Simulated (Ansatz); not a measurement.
Task: a ladder of methods at one geometry of ClGeH7Si2, SMILES [SiH3][GeH]([SiH3])[Cl], with Ansatz 0.2.0, Python API. Give the script and its output. Level of theory (for the species named): MP2, def2-SVP basis, multiplicity 1. The script varies method: mp2, ccsd, ccsd_t.

`clgeh7si2.xyz`
```text
11

Si   -0.89030    1.39180   -0.86510
Ge   -0.66570   -0.68020    0.01690
Si    1.40790   -0.82340    0.95420
Cl   -0.77360   -2.14390   -1.55730
H    -2.27060    1.53150   -1.50460
H    -0.80500    2.45430    0.18970
H     0.11780    1.67110   -1.89640
H    -1.70290   -0.91210    1.09450
H     2.46200   -0.56400   -0.02280
H     1.62920   -2.16670    1.56030
H     1.55670    0.18450    2.05110
```

Script `methods_clgeh7si2.py`:
```python
"""ClGeH7Si2 at several levels of theory."""

import logging
import sys
import warnings

import ansatz

logging.basicConfig(stream=sys.stdout, format="[%(levelname)s] %(message)s")
logger = logging.getLogger("clgeh7si2")
logger.setLevel(logging.INFO)

warnings.simplefilter("ignore", ansatz.DeckWarning)

system = ansatz.Crystal.molecule_from_extxyz("clgeh7si2.xyz")

calc = system.calculation().basis(gaussian="def2-SVP")

methods = ["mp2", "ccsd", "ccsd_t"]
reports = [calc.correlation(m).run(threads=1).report for m in methods]
logger.info(f"Hartree-Fock reference {reports[0]['reference_energy_ev'] / 27.211386246:.6f} Ha")
best = reports[-1]["free_energy_ev"] - reports[-1]["reference_energy_ev"]
for method, each in zip(methods, reports):
    gained = each["free_energy_ev"] - each["reference_energy_ev"]
    logger.info(f"{method:8s} total {each['free_energy_ev'] / 27.211386246:.6f} Ha  correlation {gained:9.4f} eV  ({100 * gained / best:.1f} % of the last)")
```

`python methods_clgeh7si2.py` gives:
```text
[INFO] Hartree-Fock reference -3116.244570 Ha
[INFO] mp2      total -3116.814489 Ha  correlation  -15.5083 eV  (88.1 % of the last)
[INFO] ccsd     total -3116.874552 Ha  correlation  -17.1427 eV  (97.4 % of the last)
[INFO] ccsd_t   total -3116.891227 Ha  correlation  -17.5964 eV  (100.0 % of the last)
```

Total energies depend on the basis set; only differences at equal settings carry meaning. The geometry is a force-field or estimated start, not a minimum of this method, and the basis set is short of its limit. A lower total doesn't mark the better method: functionals have no common bound, and MP2 and coupled cluster aren't variational. Inner cores stay frozen; a filled d shell under the valence of the heavier atoms is correlated with it. Run time: 63 s on 1 thread of Arm Neoverse V1, on a shared host, peak memory 0.61 GiB.

(Lines on the test bed's own set-up are left out of the output.)
